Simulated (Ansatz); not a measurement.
**GeH₃Br + H₂: a complex and its separated parts**

The complex below is one end of an elementary step. How strongly is it bound against its free parts?

Program: Ansatz 0.2.0, Gaussian basis. Level of theory: PBE0-D4/def2-TZVP structures, single points in def2-TZVPP, no counterpoise correction. These are calculated values, not measurements.

Levels: SPW92, PBE-D4, BLYP-D4, r2SCAN-D4, B97M-V, PBE0-D4, B3LYP-D4, r2SCAN0-D4, BHLYP-D4, CAM-B3LYP-D4, wB97X-V, wB97M-V, B2PLYP, PBE-QIDH, RPA on PBE, Hartree-Fock, MP2, CCSD, CCSD(T).

Correlated methods freeze the cores. Filled d shells of the heavier atoms are correlated. B3LYP uses VWN-RPA correlation. B2PLYP carries no dispersion term here.

21 further runs of the same task are left out: 21 set aside as unsound or not needed.

## Step 1: The system as given

The complex: 7 atoms, charge 0, spin multiplicity 1.

Atoms are counted from 1 here; the program's logs count them from 0.

Bond lengths: Ge1–Br2 2.311 Å, Ge1–H3 1.531 Å, Ge1–H4 1.531 Å, Ge1–H5 1.531 Å, H6–H7 0.747 Å. Angles: Br2–Ge1–H3 107.1°, Br2–Ge1–H4 107.1°, Br2–Ge1–H5 107.1°, H3–Ge1–H4 111.8°, H3–Ge1–H5 111.7°, H4–Ge1–H5 111.8°.

Coordinates:

```xyz
7

Ge   -0.2993   -1.1647    0.0100
Br    1.8492   -0.4295    0.4366
H    -0.2217   -2.1037   -1.1974
H    -1.1489    0.0739   -0.2874
H    -0.7820   -1.8965    1.2657
H     0.5452    2.4865   -0.0421
H     0.0575    3.0338   -0.1855
```

Its parts: GeH₃Br holds atoms 1, 2, 3, 4, 5; H₂ holds atoms 6, 7. Each part counts its atoms afresh in its own runs.

## Step 2: Relaxing GeH₃Br alone

Contents of relax-a/in.yaml:

```yaml
crystal:
  periodic: [false, false, false]
  atoms:
    - {symbol: Ge, position_ang: [-0.299316, -1.164690, 0.010001]}
    - {symbol: Br, position_ang: [1.849182, -0.429463, 0.436608]}
    - {symbol: H, position_ang: [-0.221735, -2.103669, -1.197373]}
    - {symbol: H, position_ang: [-1.148937, 0.073878, -0.287428]}
    - {symbol: H, position_ang: [-0.782045, -1.896501, 1.265739]}
basis:
  gaussian: {orbitals: def2-TZVP}
hamiltonian: {xc: pbe0, dispersion: d4}
relax: {f_tol: 0.005, max_steps: 200}
```

The command line of these runs was not kept.

Further steps of the session: Relaxing H₂ alone; wB97M-V/def2-TZVPP; CCSD(T)/def2-TZVPP; Vibrations of GeH₃Br; Vibrations of H₂.

Q: Predict the outcome of this session. Wanted: complex less parts, CCSD(T)/def2-TZVPP; with zero-point energy; largest T1 diagnostic.

**Answer**, as computed:

| quantity | value |
| --- | --- |
| complex less parts, CCSD(T)/def2-TZVPP | -2.03 kJ/mol |
| with zero-point energy | +1.21 kJ/mol |
| largest T1 diagnostic | 0.009 |

In words: At CCSD(T) the complex lies 2.03 kJ/mol below its parts. Among the functionals r2SCAN0-D4 lands nearest to CCSD(T) (+0.04 kJ/mol) and SPW92 farthest (-3.72 kJ/mol). Mean unsigned error by rung: LDA 3.72, GGA 0.88, meta-GGA 0.54, hybrid 0.48, range-separated hybrid 0.57, double hybrid 0.88 kJ/mol. PBE-D4 gives a relative energy 1.60 kJ/mol too low, an error of 79 % of the reference. The complex's frequency run has imaginary modes: the structure is no minimum, so both the energy and the zero-point correction are in doubt. No counterpoise was applied, and triple zeta lacks some correlation, so the CCSD(T) reference has a basis error of its own, and close matches with it are partly luck.
